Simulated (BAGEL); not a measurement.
# C3H6Al− (SMILES [AlH3-][C]1=CC1) at HF/3-21G (density fitting with qzvpp-jkfit)

What is the vertical singlet–triplet gap of C3H6Al− at HF/3-21G (density fitting with qzvpp-jkfit)? 

The results are computed with BAGEL 1.2.2.

1 further run of the same task is left out (it didn't finish).

### Step 1. The structure to begin with

C3H6Al−: 10 atoms, total charge -1, spin state singlet. As SMILES, `[AlH3-][C]1=CC1`. The shape comes from GFN2-xTB, which is rough for such elements, and wasn't checked as a minimum.

Bond lengths: Al1–C2 2.029 Å, C2–C3 1.314 Å, C2–C4 1.549 Å, C3–C4 1.473 Å, Al1–H5 1.618 Å, Al1–H6 1.618 Å, Al1–H7 1.613 Å, C3–H8 1.068 Å, C4–H9 1.091 Å, C4–H10 1.091 Å. Some angles: Al1–C2–C3 155.4°, Al1–C2–C4 143.3°, C3–C2–C4 61.3°, C2–C3–C4 67.2°, C2–C4–C3 51.5°, C2–Al1–H5 108.9°, C2–Al1–H6 108.9°, C2–Al1–H7 109.2°, C2–C3–H8 151.3°, C4–C3–H8 141.5°.

### Step 2. A single-point energy at HF/3-21G (density fitting with qzvpp-jkfit)

Input file input.json:

```json
{ "bagel": [

{
  "title": "molecule",
  "basis": "3-21g",
  "df_basis": "qzvpp-jkfit",
  "angstrom": true,
  "geometry": [
    { "atom": "Al", "xyz": [      -1.091110,       1.158810,      -0.837160 ] },
    { "atom": "C", "xyz": [      -0.030720,      -0.278840,       0.125260 ] },
    { "atom": "C", "xyz": [       0.148950,      -1.443670,       0.707130 ] },
    { "atom": "C", "xyz": [       1.375260,      -0.628780,       0.672720 ] },
    { "atom": "H", "xyz": [      -1.659470,       0.550000,      -2.223940 ] },
    { "atom": "H", "xyz": [      -2.320090,       1.623360,       0.106490 ] },
    { "atom": "H", "xyz": [      -0.126370,       2.415960,      -1.139820 ] },
    { "atom": "H", "xyz": [      -0.215500,      -2.391790,       1.037480 ] },
    { "atom": "H", "xyz": [       1.739100,      -0.136830,       1.576080 ] },
    { "atom": "H", "xyz": [       2.179960,      -0.868220,      -0.024240 ] }
  ]
},

{ "title": "hf", "charge": -1 },

{ "title": "print", "file": "orbitals.molden", "orbitals": true }

]}
```

On the command line:

```bash
$ BAGEL_NUM_THREADS=1 BAGEL input.json > input.out
```

Standard output:

```text
* using 1 threads per process

  ===============================================================
  ===============================================================

  *** Geometry ***

  { "atom" : "Al", "xyz" : [     -2.061899,      2.189834,     -1.582003 ] },
  { "atom" : "C", "xyz" : [     -0.058052,     -0.526931,      0.236707 ] },
  { "atom" : "C", "xyz" : [      0.281475,     -2.728141,      1.336282 ] },
  { "atom" : "C", "xyz" : [      2.598865,     -1.188222,      1.271257 ] },
  { "atom" : "H", "xyz" : [     -3.135944,      1.039349,     -4.202638 ] },
  { "atom" : "H", "xyz" : [     -4.384335,      3.067706,      0.201237 ] },
  { "atom" : "H", "xyz" : [     -0.238805,      4.565503,     -2.153948 ] },
  { "atom" : "H", "xyz" : [     -0.407236,     -4.519828,      1.960553 ] },
  { "atom" : "H", "xyz" : [      3.286423,     -0.258571,      2.978360 ] },
  { "atom" : "H", "xyz" : [      4.119527,     -1.640698,     -0.045807 ] },

  Number of auxiliary basis functions:      461

  Since a DF basis is specified, we compute 2- and 3-index integrals:
    o Being stored without compression. Storage requirement is 0.010 GB

  Number of basis functions:       52
  Number of electrons      :       37

    * METHOD: MOLECULE                             0.16

  *** RHF ***

  === Nuclear Repulsion ===
   129.9444129463

      * DIIS with orbital gradients will be used.

  === RHF iteration (3-21g) ===
      0       -356.84709154          0.01670216           0.03
      1       -356.91454099          0.00621285           0.03
      2       -356.92402717          0.00244268           0.03
      3       -356.92549654          0.00058297           0.03
      4       -356.92559391          0.00013670           0.03
      5       -356.92561107          0.00006338           0.03
      6       -356.92561432          0.00001918           0.03
      7       -356.92561461          0.00000719           0.03
      8       -356.92561464          0.00000210           0.03
      9       -356.92561464          0.00000064           0.03
     10       -356.92561464          0.00000021           0.03
     11       -356.92561464          0.00000007           0.03
     12       -356.92561464          0.00000003           0.03
     13       -356.92561464          0.00000001           0.03
     14       -356.92561464          0.00000000           0.03
    * SCF iteration converged.

    * Permanent dipole moment:
           (   -1.151619,     1.619794,    -1.062464) a.u.

    * METHOD: HF                                   0.51

    * METHOD: PRINT                                0.01

  ===============================================================
```

Run time: 0.8 s. Hardware: 1 thread of Arm Neoverse V1, shared host.

### Step 3. The triplet, same level

Input file calc.json:

```json
{ "bagel" : [

{
  "title" : "molecule",
  "basis" : "3-21g",
  "df_basis" : "qzvpp-jkfit",
  "angstrom" : true,
  "geometry" : [
    { "atom" : "Al", "xyz" : [   -1.091110,    1.158810,   -0.837160 ] },
    { "atom" : "C", "xyz" : [   -0.030720,   -0.278840,    0.125260 ] },
    { "atom" : "C", "xyz" : [    0.148950,   -1.443670,    0.707130 ] },
    { "atom" : "C", "xyz" : [    1.375260,   -0.628780,    0.672720 ] },
    { "atom" : "H", "xyz" : [   -1.659470,    0.550000,   -2.223940 ] },
    { "atom" : "H", "xyz" : [   -2.320090,    1.623360,    0.106490 ] },
    { "atom" : "H", "xyz" : [   -0.126370,    2.415960,   -1.139820 ] },
    { "atom" : "H", "xyz" : [   -0.215500,   -2.391790,    1.037480 ] },
    { "atom" : "H", "xyz" : [    1.739100,   -0.136830,    1.576080 ] },
    { "atom" : "H", "xyz" : [    2.179960,   -0.868220,   -0.024240 ] }
  ]
},
{
  "title" : "uhf",
  "charge" : -1,
  "nopen" : 2
},
{
  "title" : "print",
  "file" : "orbitals.molden",
  "orbitals" : true
}

]}
```

On the command line:

```bash
$ BAGEL_NUM_THREADS=1 BAGEL calc.json > calc.out
```

Standard output:

```text
* using 1 threads per process

  ===============================================================
  ===============================================================

  *** Geometry ***

  { "atom" : "Al", "xyz" : [     -2.061899,      2.189834,     -1.582003 ] },
  { "atom" : "C", "xyz" : [     -0.058052,     -0.526931,      0.236707 ] },
  { "atom" : "C", "xyz" : [      0.281475,     -2.728141,      1.336282 ] },
  { "atom" : "C", "xyz" : [      2.598865,     -1.188222,      1.271257 ] },
  { "atom" : "H", "xyz" : [     -3.135944,      1.039349,     -4.202638 ] },
  { "atom" : "H", "xyz" : [     -4.384335,      3.067706,      0.201237 ] },
  { "atom" : "H", "xyz" : [     -0.238805,      4.565503,     -2.153948 ] },
  { "atom" : "H", "xyz" : [     -0.407236,     -4.519828,      1.960553 ] },
  { "atom" : "H", "xyz" : [      3.286423,     -0.258571,      2.978360 ] },
  { "atom" : "H", "xyz" : [      4.119527,     -1.640698,     -0.045807 ] },

  Number of auxiliary basis functions:      461

  Since a DF basis is specified, we compute 2- and 3-index integrals:
    o Being stored without compression. Storage requirement is 0.010 GB

  Number of basis functions:       52
  Number of electrons      :       37

    * METHOD: MOLECULE                             0.16

  *** Open-shell HF ***

  === Nuclear Repulsion ===
   129.9444129463

      * DIIS with orbital gradients will be used.

  === UHF iteration (3-21g) ===
      0       -356.66839994          0.03783451           0.05
      1       -356.77935141          0.01372043           0.05
      2       -356.80064435          0.00736632           0.05
      3       -356.80526839          0.00203146           0.05
      4       -356.80699312          0.00063121           0.05
      5       -356.80716985          0.00022219           0.05
      6       -356.80726936          0.00004520           0.05
      7       -356.80729379          0.00002005           0.05
      8       -356.80730614          0.00000724           0.05
      9       -356.80730904          0.00000468           0.05
     10       -356.80731027          0.00000189           0.06
     11       -356.80731051          0.00000100           0.06
     12       -356.80731053          0.00000056           0.05
     13       -356.80731054          0.00000031           0.06
     14       -356.80731055          0.00000011           0.06
     15       -356.80731055          0.00000006           0.05
     16       -356.80731055          0.00000004           0.06
     17       -356.80731055          0.00000002           0.06
     18       -356.80731055          0.00000001           0.05
     19       -356.80731055          0.00000001           0.06
    * SCF iteration converged.

    * S^2 (UHF) is 2.0312

    * Permanent dipole moment:
           (   -1.477694,     1.855163,    -1.262544) a.u.

    * METHOD: UHF                                  1.19

    * METHOD: PRINT                                0.01

  ===============================================================
```

Wall time 1.5 s (1 thread of Arm Neoverse V1, shared host).

### Step 4. Summary of results

Level: HF/3-21G (density fitting with qzvpp-jkfit).

| quantity | value |
| --- | --- |
| singlet: total energy | -356.92561 Eh |
| singlet: HOMO energy | -4.64 eV |
| singlet: LUMO energy | 8.68 eV |
| singlet: HOMO–LUMO gap (to an unbound level, set by the basis) | 13.32 eV |
| triplet: total energy | -356.80731 Eh |
| triplet: ⟨S²⟩ | 2.031 |
| vertical energy of the triplet above the singlet | 3.219 eV |

**Reading.** At this shape the triplet lies 3.22 eV (74 kcal/mol) above the singlet.
